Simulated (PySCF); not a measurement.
**Ru²⁺: dipole response in aug-cc-pVTZ-PP plus 1 even-tempered diffuse shell per l with ECP28**

How polarisable is Ru²⁺ at the levels listed below?

Method: unrestricted determinants in a Gaussian basis, no spin-orbit coupling in the energies. Code: PySCF 2.14.0.

## Step 1: The system

```
Element     : ruthenium (Z = 44)
Basis       : aug-cc-pVTZ-PP with one added diffuse shell each of s, p, d, f, g type with ECP28MDF (7s7p6d4f3g, 113 functions)
Hamiltonian : scalar relativity through the core potential
State 1     : Ru²⁺: [Kr] 4d6, high-spin 5D determinant
Methods     : UHF, PBE, PBE0
```

The outer shells:

Ru2+ [Kr] 4d6
```
[Kr] core
4d [↑↓][↑ ][↑ ][↑ ][↑ ]
```

The runs were made by one driver on top of PySCF. The scripts below sum up each run's settings (the driver also hands on starting orbitals that pick excited configurations, and frozen orbitals as a list rather than a count), and the logs come from the driver's own runs. The driver starts from symmetry-adapted Hartree-Fock orbitals, holds the occupation by maximum overlap and uses a logarithmic radial grid for functionals, so a plain start would take other cycles.

The integrals over 113 functions and the set-up took 2 s of CPU time.

## Step 2: Ru²⁺: the ladder of methods

Level: UHF.

input.py

```python
from pyscf import gto, scf, dft, mp, cc
import basis_set_exchange as bse
txt = bse.get_basis("aug-cc-pVTZ-PP", elements=["Ru"], fmt="nwchem", header=False, augment_diffuse=1)
cut = txt.index("\nECP")
mol = gto.M(atom="Ru 0 0 0", charge=2, spin=4, symmetry="D2h",
            basis=gto.basis.parse(txt[:cut]),
            ecp={"Ru": gto.basis.parse_ecp(txt[cut:])})
mf = scf.UHF(mol)
mf.irrep_nelec = {'Ag': (3, 1), 'B1g': (1, 1), 'B2g': (1, 0), 'B3g': (1, 0), 'B1u': (1, 1), 'B2u': (1, 1), 'B3u': (1, 1)}
mf.kernel()
```

Standard output:

```text
damping factor = 0
level_shift factor = 0
DIIS = <class 'pyscf.scf.diis.CDIIS'>
diis_start_cycle = 1
diis_space = 10
diis_damp = 0
SCF conv_tol = 1e-09
SCF conv_tol_grad = None
number electrons alpha = 9  beta = 5
cycle= 1 E= -93.0374146920174  delta_E= -0.0056  |g|= 0.0275  |ddm|= 0.0446
cycle= 2 E= -93.0376782858906  delta_E= -0.000264  |g|= 0.00725  |ddm|= 0.0342
cycle= 3 E= -93.037716415035  delta_E= -3.81e-05  |g|= 0.0016  |ddm|= 0.0176
cycle= 4 E= -93.0377216360877  delta_E= -5.22e-06  |g|= 0.000674  |ddm|= 0.00723
cycle= 5 E= -93.0377226300177  delta_E= -9.94e-07  |g|= 0.000207  |ddm|= 0.00314
cycle= 6 E= -93.0377227090537  delta_E= -7.9e-08  |g|= 3.48e-05  |ddm|= 0.000813
cycle= 7 E= -93.037722710484  delta_E= -1.43e-09  |g|= 4.5e-06  |ddm|= 9.47e-05
cycle= 8 E= -93.0377227104968  delta_E= -1.28e-11  |g|= 5.61e-07  |ddm|= 1.87e-05
converged SCF energy = -93.0377227104968  <S^2> = 6.0035033  2S+1 = 5.0014011
```

CPU time 31 s on a shared host, the integrals not counted.

The occupied shells:

| shell | electrons | mean orbital energy (eV) | spread (eV) | rms radius (bohr) |
| --- | --- | --- | --- | --- |
| 4s α | 1 | -117.50 | 0 | 1.10 |
| 4s β | 1 | -110.40 | 0 | 1.10 |
| 4p α | 3 | -83.046 | 1.580 | 1.21 |
| 4p β | 3 | -74.028 | 1.281 | 1.21 |
| 4d α | 5 | -31.865 | 1.871 | 1.64 |
| 4d β | 1 | -27.867 | 0 | 1.64 |

⟨S²⟩ = 6.004, ⟨L²⟩ = 6.03.

The driver then solved the coupled dipole response at imaginary frequencies: mean α = 7.479 bohr³ (xx, yy, zz: 7.762, 7.762, 6.914), C₆ = 39.48 au for a like pair.

Energies and moments cover only the electrons outside the core potential.

Level: PBE.

input.py, as changed from the run before:

```diff
@@ -7,3 +7,3 @@
             ecp={"Ru": gto.basis.parse_ecp(txt[cut:])})
-mf = scf.UHF(mol)
+mf = dft.UKS(mol, xc="PBE")
 mf.irrep_nelec = {'Ag': (3, 1), 'B1g': (1, 1), 'B2g': (1, 0), 'B3g': (1, 0), 'B1u': (1, 1), 'B2u': (1, 1), 'B3u': (1, 1)}
```

Standard output:

```text
damping factor = 0
level_shift factor = 0
DIIS = <class 'pyscf.scf.diis.CDIIS'>
diis_start_cycle = 1
diis_space = 10
diis_damp = 0
SCF conv_tol = 1e-09
SCF conv_tol_grad = None
number electrons alpha = 9  beta = 5
XC functionals = PBE
    J. P. Perdew, K. Burke, and M. Ernzerhof.,  Phys. Rev. Lett. 77, 3865 (1996)
    J. P. Perdew, K. Burke, and M. Ernzerhof.,  Phys. Rev. Lett. 78, 1396 (1997)
    J. P. Perdew, K. Burke, and M. Ernzerhof.,  Phys. Rev. Lett. 77, 3865 (1996)
    J. P. Perdew, K. Burke, and M. Ernzerhof.,  Phys. Rev. Lett. 78, 1396 (1997)
cycle= 1 E= -93.5937339077094  delta_E= -0.00634  |g|= 0.0353  |ddm|= 0.845
cycle= 2 E= -93.5938964501893  delta_E= -0.000163  |g|= 0.0288  |ddm|= 0.124
cycle= 3 E= -93.5941340658607  delta_E= -0.000238  |g|= 0.00254  |ddm|= 0.118
cycle= 4 E= -93.5941355941579  delta_E= -1.53e-06  |g|= 0.000192  |ddm|= 0.0137
cycle= 5 E= -93.5941356065516  delta_E= -1.24e-08  |g|= 2.55e-05  |ddm|= 0.000386
cycle= 6 E= -93.5941356067768  delta_E= -2.25e-10  |g|= 6.85e-07  |ddm|= 3.48e-05
converged SCF energy = -93.5941356067768  <S^2> = 6.000913  2S+1 = 5.0003652
```

CPU time 15 s on a shared host, the integrals not counted.

The driver then solved the coupled dipole response at imaginary frequencies: mean α = 8.632 bohr³ (xx, yy, zz: 8.953, 8.953, 7.988), C₆ = 46.36 au for a like pair.

Level: PBE0.

input.py, as changed from the run before:

```diff
@@ -7,3 +7,3 @@
             ecp={"Ru": gto.basis.parse_ecp(txt[cut:])})
-mf = dft.UKS(mol, xc="PBE")
+mf = dft.UKS(mol, xc="PBE0")
 mf.irrep_nelec = {'Ag': (3, 1), 'B1g': (1, 1), 'B2g': (1, 0), 'B3g': (1, 0), 'B1u': (1, 1), 'B2u': (1, 1), 'B3u': (1, 1)}
```

Standard output:

```text
damping factor = 0
level_shift factor = 0
DIIS = <class 'pyscf.scf.diis.CDIIS'>
diis_start_cycle = 1
diis_space = 10
diis_damp = 0
SCF conv_tol = 1e-09
SCF conv_tol_grad = None
number electrons alpha = 9  beta = 5
XC functionals = PBE0
    C. Adamo and V. Barone.,  J. Chem. Phys. 110, 6158 (1999)
    M. Ernzerhof and G. E. Scuseria.,  J. Chem. Phys. 110, 5029 (1999)
cycle= 1 E= -93.5936002326256  delta_E= -0.00468  |g|= 0.0204  |ddm|= 0.476
cycle= 2 E= -93.5937114001722  delta_E= -0.000111  |g|= 0.00867  |ddm|= 0.0791
cycle= 3 E= -93.5937317511982  delta_E= -2.04e-05  |g|= 0.00228  |ddm|= 0.0501
cycle= 4 E= -93.5937335229614  delta_E= -1.77e-06  |g|= 0.000268  |ddm|= 0.0123
cycle= 5 E= -93.5937336033226  delta_E= -8.04e-08  |g|= 3.31e-05  |ddm|= 0.00152
cycle= 6 E= -93.593733605927  delta_E= -2.6e-09  |g|= 3.36e-06  |ddm|= 0.000262
cycle= 7 E= -93.5937336059409  delta_E= -1.4e-11  |g|= 1.42e-07  |ddm|= 1.54e-05
converged SCF energy = -93.5937336059409  <S^2> = 6.0013039  2S+1 = 5.0005215
```

It used 39 s of CPU time after the integrals (shared host).

The driver then solved the coupled dipole response at imaginary frequencies: mean α = 8.209 bohr³ (xx, yy, zz: 8.522, 8.522, 7.583), C₆ = 43.87 au for a like pair.

Radial density 4πr²ρ of Ru²⁺ at UHF, the electrons outside the core potential:

| r (bohr) | density | spin density |
| --- | --- | --- |
| 0.0314 | 2.37e-05 | 0.000 |
| 0.0528 | 5.71e-05 | 0.000 |
| 0.0888 | 0.000193 | 0.000 |
| 0.149 | 0.00166 | 0.000 |
| 0.251 | 0.0265 | 0.007 |
| 0.423 | 0.700 | 0.125 |
| 0.711 | 8.49 | 1.320 |
| 1.20 | 12.1 | 3.123 |
| 2.01 | 2.75 | 1.327 |
| 3.38 | 0.163 | 0.088 |
| 5.69 | 0.000817 | 0.000 |

## Step 3: The response side by side

Ru²⁺, in atomic units:

| method | mean α | C₆ (like pair) | S(−4) |
| --- | --- | --- | --- |
| UHF | 7.479 | 39.48 | 15.33 |
| PBE | 8.632 | 46.36 | 23.80 |
| PBE0 | 8.209 | 43.87 | 20.30 |

α(iu) at PBE0:

| u (hartree) | α(iu) (bohr³) |
| --- | --- |
| 0 | 8.209 |
| 0.0500 | 8.159 |
| 0.100 | 8.015 |
| 0.200 | 7.519 |
| 0.300 | 6.891 |
| 0.500 | 5.670 |
| 0.750 | 4.477 |
| 1.00 | 3.603 |
| 1.50 | 2.451 |
| 2.00 | 1.752 |
| 3.00 | 0.9990 |
| 5.00 | 0.4326 |

## Step 4: Outcome

```
 quantity                             value
α of Ru²⁺  7.479 (UHF) to 8.632 (PBE) bohr³
```

**Reading.** A single London oscillator with the computed α and C₆ of Ru²⁺ at UHF would have ω = 4 C₆ / (3 α²) = 0.941 hartree. All values hold for this basis alone; no basis-set limit was taken.
